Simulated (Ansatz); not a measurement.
# H6O4SSi2: up Jacob's ladder to CCSD(T)

An exercise on one series of results from a longer session: the logs are not shown, and one member is left open.

The runs use Ansatz 0.2.0, Gaussian basis; functionals in def2-TZVPP, the program's frozen cores in correlated methods.

The runs, in order: PBE-D4, r2SCAN-D4, PBE0-D4, B3LYP-D4, ωB97X-V, ωB97M-V, B2PLYP; CCSD(T)/def2-TZVPP; MP2/def2-QZVPP; extrapolation to the limit.

### Structure used throughout

All runs share one geometry, relaxed beforehand with PBE0-D4 in a triple-zeta def2 set.

SMILES `O[SiH](O)S[SiH](O)O`, 13 atoms, charge 0, spin multiplicity 1.

Atoms are counted from 1 here; the program's logs count them from 0.

Bond lengths: O1–Si2 1.628 Å, O1–H8 0.959 Å, Si2–O3 1.628 Å, Si2–S4 2.161 Å, Si2–H9 1.474 Å, O3–H10 0.967 Å, S4–Si5 2.125 Å, Si5–O6 1.634 Å, Si5–O7 1.650 Å, Si5–H11 1.473 Å, O6–H12 0.958 Å, O7–H13 0.961 Å. Angles: Si2–O1–H8 118.1°, O1–Si2–O3 109.7°, O1–Si2–S4 111.8°, O1–Si2–H9 104.7°, O3–Si2–S4 110.1°, O3–Si2–H9 114.0°, S4–Si2–H9 106.5°, Si2–O3–H10 118.8°, Si2–S4–Si5 100.5°, S4–Si5–O6 107.3°, S4–Si5–O7 112.3°, S4–Si5–H11 112.5°, O6–Si5–O7 108.8°, O6–Si5–H11 112.2°, O7–Si5–H11 103.8°, Si5–O6–H12 118.2°, Si5–O7–H13 116.3°.

Set-up of the first run:

Contents of in.yaml:

```yaml
crystal:
  periodic: [false, false, false]
  atoms:
    - {symbol: O, position_ang: [0.350523, -0.653708, -2.928061]}
    - {symbol: Si, position_ang: [-0.185267, -1.111013, -1.460774]}
    - {symbol: O, position_ang: [1.077540, -1.522295, -0.518921]}
    - {symbol: S, position_ang: [-1.344132, 0.445270, -0.510023]}
    - {symbol: Si, position_ang: [-0.003231, 1.043233, 1.025817]}
    - {symbol: O, position_ang: [-0.807564, 2.086024, 1.992918]}
    - {symbol: O, position_ang: [0.515381, -0.231567, 1.935564]}
    - {symbol: H, position_ang: [1.003218, 0.047436, -2.972455]}
    - {symbol: H, position_ang: [-1.117193, -2.220238, -1.730687]}
    - {symbol: H, position_ang: [1.014117, -1.378594, 0.435391]}
    - {symbol: H, position_ang: [1.241471, 1.624867, 0.493474]}
    - {symbol: H, position_ang: [-1.629381, 2.459335, 1.671896]}
    - {symbol: H, position_ang: [-0.115501, -0.588741, 2.565850]}
basis:
  gaussian: {orbitals: def2-TZVPP}
hamiltonian: {xc: pbe, dispersion: d4}
output: {forces: true, orbitals: {seedname: orbitals}}
```

Launch:

```sh
$ ansatz run in.yaml --threads 2 --pin off --events-out ev --progress --plain --max-ram 22528MiB --backend cuda --devices 0, --max-vram 18GiB
```

Among the steps run: PBE-D4 (GGA); r2SCAN-D4 (meta-GGA); PBE0-D4 (hybrid); B3LYP-D4 (hybrid); ωB97X-V (range-separated); ωB97M-V (range-separated); B2PLYP (double hybrid); CCSD(T) in def2-TZVPP; MP2 in def2-QZVPP.

One table of the session follows, with a row left open; its other results are not shown here.

```
            method  atomisation energy (kcal/mol)
            PBE-D4                         1215.7
         r2SCAN-D4                         1206.9
           PBE0-D4                         1188.1
          B3LYP-D4                         1193.8
           ωB97X-V                              ?
           ωB97M-V                         1209.4
            B2PLYP                         1185.2
     HF/def2-TZVPP                          842.6
    MP2/def2-TZVPP                         1205.9
   CCSD/def2-TZVPP                         1149.1
CCSD(T)/def2-TZVPP                         1169.9
           MP2/CBS                         1248.3
       CCSD(T)/CBS                         1212.3
```

Q: Estimate the row for ωB97X-V from the others.

**Answer.** atomisation energy (kcal/mol): 1207.5. In the column «atomisation energy (kcal/mol)» it lies between r2SCAN-D4 (1206.9) and ωB97M-V (1209.4).
